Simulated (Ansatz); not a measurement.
Geometry optimisation, Ansatz, DFT PBEsol, scalar-relativistic, plane waves, PAW.

input.yaml

```yaml
crystal:
  lattice:
    - [5.38841, 0.0, 0.0]
    - [-2.694205, 5.215368, 0.0]
    - [0.0, 0.0, 16.283372]
  atoms:
    - { symbol: Al, position: [0.3333333, 0.0, 0.0614123] }
    - { symbol: Al, position: [0.4389054, 0.5444775, 0.1070019] }
    - { symbol: "N", position: [0.1579572, 0.6492477, 0.0965163] }
    - { symbol: "N", position: [0.2635292, 0.1937251, 0.1421059] }
    - { symbol: Al, position: [0.8778108, 0.0889549, 0.1525915] }
    - { symbol: Al, position: [0.9833829, 0.6334324, 0.1981811] }
    - { symbol: "N", position: [0.7024346, 0.7382026, 0.1876955] }
    - { symbol: "N", position: [0.8080067, 0.2826801, 0.2332851] }
    - { symbol: Al, position: [0.4222883, 0.1779099, 0.2437707] }
    - { symbol: Al, position: [0.5278603, 0.7223874, 0.2893603] }
    - { symbol: "N", position: [0.2469121, 0.8271575, 0.2788746] }
    - { symbol: "N", position: [0.3524842, 0.371635, 0.3244642] }
    - { symbol: Cu, position: [0.7665748, 0.1562531, 0.368067], spin: 1.0 }
magnetization:
  spin_polarized: true
basis:
  ecutwfc: 420.0
kpoints:
  mp_grid: { grid: [2, 2, 1] }
hamiltonian:
  xc: pbesol
  pseudopotentials: { kind: paw, azcp: { folder: soft_1 } }
scf:
  occupations: { method: fermi_dirac, width: 0.05 }
  lower_state_search: "off"
relax:
  f_tol: 0.08
  max_steps: 25
  adjacent_minimum: "off"
  constraints: [{ sites: [0] }]
```

Run as:

```bash
$ ansatz run input.yaml --threads 1 --pin off --max-ram 3072MiB --backend cpu --events-out ev --progress --plain --runs-dir out
```

Task: Where does it end, and by what steps?

Result: It converged. The threshold is loose, so the end isn't yet a minimum. Limits of this set-up: coarse k mesh, thin slab, slab without dipole correction, PAW files made for another functional. After 14 steps the energy has fallen by 4.227 eV; Cu13 moved furthest, 1.68 Å. Joined: Al5–Cu13, Al6–Cu13, N12–Cu13.

```
step  energy less start (eV)  largest force component (eV/Å)  accepted
   0                  0.0000                           2.024       yes
   1                 -1.0024                           1.851       yes
   2                 -1.8836                           1.269       yes
   3                 -2.4491                           1.563       yes
   4                 -2.9960                           1.839       yes
   5                 -3.4915                           1.336       yes
   6                 -3.7423                           1.154       yes
   7                 -3.9577                           0.469       yes
   8                 -4.1056                           0.320       yes
   9                 -4.1809                           0.184       yes
  10                 -4.2155                           0.116       yes
  11                 -4.1584                           0.646        no
  12                 -4.2237                           0.081       yes
  13                 -4.2252                           0.108       yes
  14                 -4.2273                           0.032       yes
```

```xyz
13
Lattice="5.3884 0.0000 0.0000 -2.6942 5.2154 0.0000 0.0000 0.0000 16.2834" Properties=species:S:1:pos:R:3
Al 1.796 0.000 1.000
Al 0.459 2.849 1.542
N -1.169 3.447 1.094
N 0.560 1.067 1.751
Al 4.249 0.448 2.112
Al 3.337 3.308 2.804
N 1.559 3.872 2.608
N 3.239 1.475 3.236
Al 1.588 0.906 3.887
Al 0.542 3.688 4.253
N -1.124 4.325 4.025
N 0.791 2.080 5.002
Cu 4.468 1.506 4.658
```

Whether the end is a true minimum wasn't checked by a vibrational analysis.

Run time: 5.7 min on 1 thread of Arm Neoverse V1 (shared host), peak memory 0.91 GiB.
